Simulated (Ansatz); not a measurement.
Cu, space group P2/m: an equation of state with a fit, run with Ansatz's Python interface.

`cu.py`:
```python
# -*- coding: utf-8 -*-
"""Energy against volume for Cu, with a fit."""

import ansatz as az
import numpy as np
from pymatgen.analysis.eos import EOS

SETTINGS = {
    "xc": "pbesol",
    "vdw": "D4",
    "width_ev": 0.15,
    "ecut": 500,
    "kmesh": (3, 13, 2),
}

vectors0 = np.array([
    [11.570254, 0.0, 0.0],
    [0.0, 2.238212, 0.0],
    [-4.595624, 0.0, 21.743388],
])
sites = [
    ("Cu", [0.5, 0.5, 0.5]),
]


def on_lattice(cell):
    crystal = az.Crystal(lattice=az.Lattice.of(cell))
    for symbol, position in sites:
        crystal = crystal.atom(symbol, position)
    return crystal

# scale the volume, keep shape and fractions
volumes, energies, pressures = [], [], []
for scale in np.linspace(0.94, 1.06, 7):
    cell = vectors0 * scale ** (1 / 3)
    job = on_lattice(cell).calculation()
    job = job.functional(SETTINGS["xc"], dispersion=SETTINGS["vdw"])
    job = job.pseudopotentials("paw")
    job = job.occupations(az.OccupationsMethod.GAUSSIAN, width=SETTINGS["width_ev"])
    job = job.basis(SETTINGS["ecut"])
    job = job.kpoints(*SETTINGS["kmesh"])
    job = job.stress()
    r = job.run(threads=1, backend="cpu").report
    volumes.append(abs(np.linalg.det(cell)) / len(sites))
    energies.append(r["free_energy_ev"] / len(sites))
    pressures.append(np.trace(r["stress_gpa"]) / 3)
    print(f"V = {volumes[-1]:8.4f} A^3/atom  F = {energies[-1]:.5f} eV/atom  P = {pressures[-1]:8.3f} GPa")

for form in ["vinet"]:
    fit = EOS(eos_name=form).fit(volumes, energies)
    print(f"{form:18s} V0 {fit.v0:8.4f} A^3/atom  B0 {fit.b0_GPa:7.1f} GPa  B1 {fit.b1:5.2f}")
```

From its runs, with one value withheld:

| V (Å³/atom) | F less the lowest row shown (meV/atom) |
| --- | --- |
| 529.297 | ? |
| 540.558 | 6.40 |
| 551.820 | 2.57 |
| 563.082 | 0.50 |
| 574.343 | 0.00 |
| 585.605 | 0.92 |
| 596.866 | 3.12 |

What is the missing energy at 529.297 Å³ an atom?

A third-order Birch-Murnaghan fit, E = E0 + (9 V0 B0 / 16) [(t - 1)³ B' + (t - 1)² (6 - 4t)] with t = (V0/V)^(2/3), through the 6 rows shown gives V0 = 572.465 Å³, B0 = 1.0 GPa, B' = 4.46 and E0 = -0.02 meV. At V = 529.297 Å³, t = 1.05366, and the fit extrapolates to 12.19 meV. The run gave 12.19 meV, a miss of 0.01 meV.

Reading the output:
- The cell holds an odd number of electrons and is run without spin, so a magnetic state may lie lower.
- Shape and fractional positions are held along the curve, so the bulk modulus is an upper value where they are free to relax, by a factor of two or more in layered or hydrogen-bonded cells.
- The cell holds layers, chains or clusters in vacuum, no bulk phase.
- Dispersion corrections can be off by several per cent in the lattices of metals, and by several GPa in the pressure at a fixed cell.
- Pressure is positive in compression.
- Points of the mesh across the vacuum add cost only.
- This isn't the structure that Cu takes at ambient conditions.
- The whole script took 3 min on 1 thread of Arm Neoverse N1, with other jobs on the host, peak memory 0.87 GiB.
